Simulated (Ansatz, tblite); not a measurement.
**C₁₁H₂₁Cl₃Si: a ladder of methods and basis sets**

How do method and basis change the picture of C₁₁H₂₁Cl₃Si (singlet)?

Computed with Ansatz 0.2.0, Gaussian basis. Level: as each input shows.

Levels to be run: GFN1-xTB, GFN2-xTB, PBE-D4/def2-TZVP, r2SCAN-D4/def2-TZVP, ωB97X-V/def2-TZVP, r2SCAN0-D4/def2-TZVP, B2PLYP/def2-TZVP, PBE+5HF/def2-SVP, PBE+10HF/def2-SVP, PBE+15HF/def2-SVP, PBE+35HF/def2-SVP, PBE+50HF/def2-SVP, PBE-D4/def2-SVP, PBE0-D4/def2-SVP, HF/6-31G, B3LYP-D4/6-31G, CCSD(T)/def2-SVP, MP2/def2-TZVP, RPA/def2-TZVP.

## (1) The structure

The singlet was relaxed beforehand with PBE-D4/def2-SVP.

36 atoms, charge 0, spin multiplicity 1.

Bond lengths: C1–C2 1.345 Å, C1–H16 1.104 Å, C1–H17 1.101 Å, C2–C3 1.504 Å, C2–H18 1.106 Å, C3–C4 1.542 Å, C3–H19 1.111 Å, C3–H20 1.115 Å, C4–C5 1.531 Å, C4–H21 1.113 Å, C4–H22 1.113 Å, C5–C6 1.531 Å, C5–H23 1.113 Å, C5–H24 1.114 Å, C6–C7 1.531 Å, C6–H25 1.114 Å, C6–H26 1.114 Å, C7–C8 1.531 Å and more. Angles: C2–C1–H16 121.3°, C2–C1–H17 121.7°, H16–C1–H17 116.9°, C1–C2–C3 125.1°, C1–C2–H18 118.4°, C3–C2–H18 116.5°, C2–C3–C4 114.3°, C2–C3–H19 109.2°, C2–C3–H20 109.1°, C4–C3–H19 109.2°, C4–C3–H20 108.3°, H19–C3–H20 106.4°, C3–C4–C5 114.8°, C3–C4–H21 108.5°, C3–C4–H22 108.9°, C5–C4–H21 108.9°, C5–C4–H22 109.4°, H21–C4–H22 106.0° and more.

As a file:

```
atom    x (Å)    y (Å)    z (Å)
  C1  -5.5097  -1.5355   1.5167
  C2  -4.7372  -0.6577   0.8527
  C3  -4.3517   0.7066   1.3537
  C4  -2.8479   0.8698   1.6553
  C5  -1.9291   0.7279   0.4384
  C6  -0.4496   0.9583   0.7567
  C7   0.4707   0.8222  -0.4591
  C8   1.9518   1.0428  -0.1388
  C9   2.8840   1.0087  -1.3580
 C10   2.8590  -0.2913  -2.1771
 C11   3.1884  -1.5757  -1.3959
Si12   4.9066  -1.6958  -0.6584
Cl13   6.3205  -1.0241  -2.0183
Cl14   5.1240  -0.5957   1.0878
Cl15   5.3204  -3.6732  -0.1987
 H16  -5.9372  -1.2910   2.5043
 H17  -5.7491  -2.5269   1.1010
 H18  -4.3367  -0.9521  -0.1353
 H19  -4.9355   0.9378   2.2699
 H20  -4.6416   1.4697   0.5945
 H21  -2.6868   1.8707   2.1137
 H22  -2.5531   0.1275   2.4299
 H23  -2.0479  -0.2838  -0.0096
 H24  -2.2511   1.4444  -0.3520
 H25  -0.3200   1.9692   1.2059
 H26  -0.1262   0.2409   1.5449
 H27   0.3222  -0.1858  -0.9080
 H28   0.1516   1.5442  -1.2457
 H29   2.2860   0.2943   0.6136
 H30   2.0700   2.0268   0.3659
 H31   3.9239   1.2134  -1.0217
 H32   2.6207   1.8468  -2.0400
 H33   1.8587  -0.4211  -2.6432
 H34   3.5727  -0.1952  -3.0223
 H35   2.4722  -1.7526  -0.5637
 H36   3.1075  -2.4644  -2.0591
```

PBE0-D4/def2-TZVP was run before; its log isn't repeated, and its numbers join the tables.

## (2) GFN1-xTB

Tight binding, by tblite at 300 K electronic temperature and without a spin-polarisation term:

```python
tblite.interface.Calculator('GFN1-xTB', numbers, positions, charge=0, uhf=0).singlepoint()
```

Energy -1344.1706 eV, HOMO -11.79 eV, LUMO -6.68 eV; 0.057 s.

## (3) GFN2-xTB

Tight binding, by tblite at 300 K electronic temperature and without a spin-polarisation term:

```python
tblite.interface.Calculator('GFN2-xTB', numbers, positions, charge=0, uhf=0).singlepoint()
```

Energy -1353.5771 eV, HOMO -10.79 eV, LUMO -5.66 eV; 0.057 s.

## (4) PBE-D4/def2-TZVP

start.molden holds the orbitals of an earlier run on this state, given as this run's starting guess.

in.yaml reads:

```yaml
crystal:
  periodic: [false, false, false]
  atoms:
    - {symbol: C, position_ang: [-5.509744, -1.535547, 1.516682]}
    - {symbol: C, position_ang: [-4.737228, -0.657746, 0.852703]}
    - {symbol: C, position_ang: [-4.351698, 0.706629, 1.353725]}
    - {symbol: C, position_ang: [-2.847887, 0.869825, 1.655311]}
    - {symbol: C, position_ang: [-1.929135, 0.727891, 0.438367]}
    - {symbol: C, position_ang: [-0.449649, 0.958274, 0.756687]}
    - {symbol: C, position_ang: [0.470663, 0.822249, -0.459141]}
    - {symbol: C, position_ang: [1.951794, 1.042816, -0.138816]}
    - {symbol: C, position_ang: [2.883956, 1.008651, -1.358002]}
    - {symbol: C, position_ang: [2.859049, -0.291270, -2.177052]}
    - {symbol: C, position_ang: [3.188363, -1.575711, -1.395949]}
    - {symbol: Si, position_ang: [4.906606, -1.695820, -0.658427]}
    - {symbol: Cl, position_ang: [6.320457, -1.024087, -2.018327]}
    - {symbol: Cl, position_ang: [5.123978, -0.595675, 1.087843]}
    - {symbol: Cl, position_ang: [5.320449, -3.673186, -0.198654]}
    - {symbol: H, position_ang: [-5.937208, -1.291019, 2.504346]}
    - {symbol: H, position_ang: [-5.749078, -2.526948, 1.101047]}
    - {symbol: H, position_ang: [-4.336713, -0.952055, -0.135268]}
    - {symbol: H, position_ang: [-4.935461, 0.937791, 2.269917]}
    - {symbol: H, position_ang: [-4.641626, 1.469658, 0.594548]}
    - {symbol: H, position_ang: [-2.686830, 1.870697, 2.113675]}
    - {symbol: H, position_ang: [-2.553139, 0.127461, 2.429946]}
    - {symbol: H, position_ang: [-2.047946, -0.283772, -0.009569]}
    - {symbol: H, position_ang: [-2.251139, 1.444420, -0.351993]}
    - {symbol: H, position_ang: [-0.320022, 1.969217, 1.205944]}
    - {symbol: H, position_ang: [-0.126236, 0.240885, 1.544850]}
    - {symbol: H, position_ang: [0.322211, -0.185782, -0.908020]}
    - {symbol: H, position_ang: [0.151617, 1.544165, -1.245737]}
    - {symbol: H, position_ang: [2.285978, 0.294328, 0.613563]}
    - {symbol: H, position_ang: [2.070043, 2.026773, 0.365880]}
    - {symbol: H, position_ang: [3.923860, 1.213426, -1.021695]}
    - {symbol: H, position_ang: [2.620679, 1.846826, -2.040037]}
    - {symbol: H, position_ang: [1.858668, -0.421133, -2.643243]}
    - {symbol: H, position_ang: [3.572698, -0.195154, -3.022319]}
    - {symbol: H, position_ang: [2.472152, -1.752623, -0.563696]}
    - {symbol: H, position_ang: [3.107519, -2.464448, -2.059070]}
basis:
  gaussian: {orbitals: def2-TZVP, fitting: {mean_field: def2-universal-jkfit}, initial_orbitals: start.molden}
hamiltonian: {xc: pbe, dispersion: d4}
scf: {omitted_lower_state_checks: [starts]}
output: {orbitals: {seedname: orbitals}}
```

Started as:

```bash
$ ansatz run in.yaml --threads 2 --pin off --events-out ev --progress --plain --max-ram 32768MiB --backend cuda --devices 0, --max-vram 18GiB
```

The runs that follow: r2SCAN-D4/def2-TZVP; ωB97X-V/def2-TZVP; r2SCAN0-D4/def2-TZVP; B2PLYP/def2-TZVP; PBE+5HF/def2-SVP; PBE+10HF/def2-SVP; PBE+15HF/def2-SVP; PBE+35HF/def2-SVP; PBE+50HF/def2-SVP; PBE-D4/def2-SVP; PBE0-D4/def2-SVP; HF/6-31G; B3LYP-D4/6-31G; CCSD(T)/def2-SVP; MP2/def2-TZVP; RPA/def2-TZVP.

Q: Predict the results of all the runs planned. Wanted: gap in def2-TZVP, named functionals, smallest and largest; gap over the share of exact exchange; correlation energy, CCSD(T)/def2-SVP; correlation energy, MP2/def2-TZVP; binding an atom, CCSD(T)/def2-SVP; PBE0 total energy, smallest basis above largest.

**Answer**, as computed:

| quantity | value |
| --- | --- |
| gap in def2-TZVP, named functionals, smallest and largest | 5.16 eV (PBE-D4), 11.88 eV (ωB97X-V) |
| gap over the share of exact exchange | 5.45 eV at 0, 9.79 eV at 0.5 |
| correlation energy, CCSD(T)/def2-SVP | -62.29 eV |
| correlation energy, MP2/def2-TZVP | -68.23 eV |
| binding an atom, CCSD(T)/def2-SVP | 4.016 eV |
| PBE0 total energy, smallest basis above largest | 27.95 eV (def2-SVP, def2-TZVP) |

In words: Orbital gaps of the named functionals in def2-TZVP span 5.16 eV (PBE-D4) to 11.88 eV (ωB97X-V); exact exchange widens it. Raising the share of exact exchange from 0 to 0.5 moves the HOMO by -2.33 eV and the LUMO by +2.01 eV. A small miss in a minimal or small basis is a cancelling of errors, not accuracy. The functionals in def2-TZVP miss CCSD(T)/def2-SVP by +0.137 (r2SCAN0-D4) to +0.248 eV (PBE-D4) an atom. The yardstick is in a double-zeta basis, so levels in larger sets aren't compared like for like. The reference is CCSD(T) in one finite basis, so it carries an error of its own, often a tenth of an eV or more, and near misses can't be ranked.
